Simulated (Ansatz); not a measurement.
**CHFGa (quartet): the correlation ladder, cc-pVDZ**

An exercise on one series of results from a longer session: the logs are not shown, and one member is left open.

Program: Ansatz 0.2.0, Gaussian basis. Level of theory: cc-pVDZ, core rule «outside noble gas», up to 16 orbitals frozen. These are calculated values, not measurements.

Plan: UHF; CCSD(T) on ROHF; CCSD(T) on UHF; BCCD(T) on ROHF; CISD; CCSDT(Q) on ROHF; CCSDT(Q) on UHF.

21 further runs of the same task are left out: 2 for a known fault of the program, 6 that didn't finish, 13 set aside as unsound or not needed.

## What is computed

The geometry is a PBE0/def2-TZVP stationary point (not a proven minimum) of the parent state, kept for this charge and spin. No spin-orbit coupling is included. The filled d shell of Ga may be among the frozen orbitals whatever the setting's name suggests; the logs give the count.

4 atoms, charge 0, spin multiplicity 4.

Atoms are counted from 1 here; the program's logs count them from 0.

Bond lengths: F1–C2 1.349 Å, C2–Ga3 2.047 Å, C2–H4 1.098 Å. Angles: F1–C2–Ga3 120.2°, F1–C2–H4 108.9°, Ga3–C2–H4 131.0°.

The first run:

Contents of in.yaml:

```yaml
crystal:
  periodic: [false, false, false]
  atoms:
    - {symbol: F, position_ang: [0.000000, -0.359122, 2.139411]}
    - {symbol: C, position_ang: [0.000000, 0.564320, 1.155573]}
    - {symbol: Ga, position_ang: [0.000000, -0.021978, -0.805262]}
    - {symbol: H, position_ang: [0.000000, 1.564793, 1.607875]}
basis:
  gaussian: {orbitals: cc-pVDZ}
magnetization: {spin_polarized: true, initial_magnetization: 3}
hamiltonian: {xc: hf}
output: {orbitals: {seedname: orbitals}}
```

The run is started by

```sh
$ ansatz run in.yaml --threads 1 --pin off --events-out ev --progress --plain --max-ram 2393MiB
```

Steps of the session up to this table: UHF; CCSD(T) on ROHF; CCSD(T) on UHF; BCCD(T) on ROHF; CISD; CCSDT(Q) on ROHF; CCSDT(Q) on UHF.

One of the session's tables, all rows but one given; the rest of the session is left out.

| method | from RCCSDT(Q) (meV) |
| --- | --- |
| ROHF | +9989.0 |
| UHF | +9781.2 |
| RMP2 | +965.5 |
| UMP2 | +987.4 |
| RCCSD | +313.6 |
| UCCSD | +289.0 |
| RCCSD(T) | +51.8 |
| UCCSD(T) | +38.0 |
| BCCD(T) | ? |
| RCCSDT | +20.5 |
| UCCSDT | +3.5 |
| RCCSDT(Q) | 0 |
| UCCSDT(Q) | -20.4 |

**Question.** Estimate the row for BCCD(T).

The run gave: from RCCSDT(Q) (meV): +51.4. In the column «from RCCSDT(Q) (meV)» it lies between UCCSD(T) (+38.0) and RCCSD(T) (+51.8).

Not comparable, so not listed: CISD (they don't share determinant, frozen orbitals or solution with the rows shown, or repeat one).

Limits of these values: Restricted and unrestricted rows rest on different reference determinants; where their highest levels disagree by more than a few hundredths of an eV, they describe different states and don't form one ladder.
